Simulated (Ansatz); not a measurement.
**CH5BrInN: basis-set convergence**

Aim: see how fast density functionals converge with the basis set for CH5BrInN.

The runs use Ansatz 0.2.0, Gaussian basis; one geometry, several basis sets.

Levels to be run: PBE0-D4/def2-SVP; ωB97M-V/def2-SVP; PBE0-D4/def2-QZVPP; ωB97M-V/def2-QZVPP; the functionals' def2-TZVPP values are taken from earlier runs.

## Step 1: The relaxed structure

All runs share one geometry, relaxed beforehand with PBE0-D4 in a triple-zeta def2 set. In takes the def2 core potential; no spin-orbit term is included.

SMILES `[CH3][In]([NH2])[Br]`, 9 atoms, charge 0, spin multiplicity 1.

Atoms are counted from 1 here; the program's logs count them from 0.

Bond lengths: C1–In2 2.128 Å, C1–H5 1.090 Å, C1–H6 1.090 Å, C1–H7 1.089 Å, In2–N3 2.004 Å, In2–Br4 2.493 Å, N3–H8 1.008 Å, N3–H9 1.009 Å. Angles: In2–C1–H5 108.8°, In2–C1–H6 108.9°, In2–C1–H7 111.0°, H5–C1–H6 108.7°, H5–C1–H7 109.7°, H6–C1–H7 109.7°, C1–In2–N3 132.2°, C1–In2–Br4 118.3°, N3–In2–Br4 109.2°, In2–N3–H8 120.7°, In2–N3–H9 117.7°, H8–N3–H9 110.5°.

## Step 2: PBE0-D4 in def2-SVP

File in.yaml:

```yaml
crystal:
  periodic: [false, false, false]
  atoms:
    - {symbol: C, position_ang: [-0.033198, 1.492210, -0.911751]}
    - {symbol: In, position_ang: [-0.372928, -0.323481, 0.144671]}
    - {symbol: N, position_ang: [0.877696, -1.687940, 0.913565]}
    - {symbol: Br, position_ang: [-2.717884, -1.136661, 0.374933]}
    - {symbol: H, position_ang: [-0.484036, 1.411961, -1.900924]}
    - {symbol: H, position_ang: [-0.513250, 2.309786, -0.373736]}
    - {symbol: H, position_ang: [1.033037, 1.693271, -1.008400]}
    - {symbol: H, position_ang: [1.806912, -1.426964, 1.205101]}
    - {symbol: H, position_ang: [0.491951, -2.378580, 1.539441]}
basis:
  gaussian: {orbitals: def2-SVP}
hamiltonian: {xc: pbe0, dispersion: d4}
output: {orbitals: {seedname: orbitals}}
```

After this run come: ωB97M-V in def2-SVP; PBE0-D4 in def2-QZVPP; ωB97M-V in def2-QZVPP.

**Question.** What will the summary of the whole plan be? Wanted: PBE0-D4: double and triple zeta above quadruple; ωB97M-V: double and triple zeta above quadruple.

The runs gave:

| quantity | value |
| --- | --- |
| PBE0-D4: double and triple zeta above quadruple | 13.60, 1.64 eV |
| ωB97M-V: double and triple zeta above quadruple | 13.66, 1.59 eV |

In words: For PBE0-D4 the step from double to triple zeta gains 11.96 eV and the next only 1.64 eV. These are total energies; as a rule much of such shifts cancels in differences, which this series doesn't test. The LUMO of ωB97M-V is positive and keeps falling with the basis (0.88 to 0.32 eV): an unbound level that the basis holds in place.
